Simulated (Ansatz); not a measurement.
**SnH2Cl radical: an energy map over bond length Cl1–Sn2 and bond length Sn2–H4**

Method: UKS PBE0-D4/def2-TZVP; program: Ansatz 0.2.0.

## 1. The system as given

SMILES `[Cl][SnH2]`, 4 atoms, charge 0, spin multiplicity 2.

Atoms are counted from 1 here; the program's logs count them from 0.

Bond lengths: Cl1–Sn2 2.393 Å, Sn2–H3 1.756 Å, Sn2–H4 1.756 Å. Angles: Cl1–Sn2–H3 104.8°, Cl1–Sn2–H4 104.8°, H3–Sn2–H4 110.4°.

As a file:

```
Cl   -1.9225    0.4073   -0.5948
Sn    0.3892   -0.1857   -0.4186
H     0.4239   -1.5156    0.7276
H     1.1648    1.2338    0.2655
```

## 3. Plan of the scan

The axes are (1) bond length Cl1–Sn2: 13 values from 1.968 to 3.046 Å; (2) bond length Sn2–H4: 13 values from 1.482 to 2.412 Å.

Nothing else is relaxed (all other coordinates rigid). Energies count from the relaxed molecule at the same level. Points are written as (first, second).

(The set-up runs are not shown.)

## 4. Grid point (2.327 Å, 2.335 Å)

input.yaml reads:

```yaml
crystal:
  periodic: [false, false, false]
  atoms:
    - { symbol: Cl, position_ang: [-1.882577, 0.398354, -0.584972] }
    - { symbol: Sn, position_ang: [0.364764, -0.175705, -0.398317] }
    - { symbol: H, position_ang: [0.397269, -1.496132, 0.708354] }
    - { symbol: H, position_ang: [1.402162, 1.722249, 0.481342] }
magnetization:
  spin_polarized: true
  initial_magnetization: 1
basis:
  gaussian: { orbitals: def2-TZVP }
hamiltonian:
  xc: pbe0
  dispersion: d4
output:
  forces: true
```

Command:

```
ansatz run input.yaml --threads 1 --pin off --max-ram 2560MiB --backend cpu --events-out ev --progress --plain --runs-dir out
```

Q: Estimate wall time and peak memory on 1 thread of Arm Neoverse V1, shared host.

About 4.1 s, with a peak of 0.2 GiB.
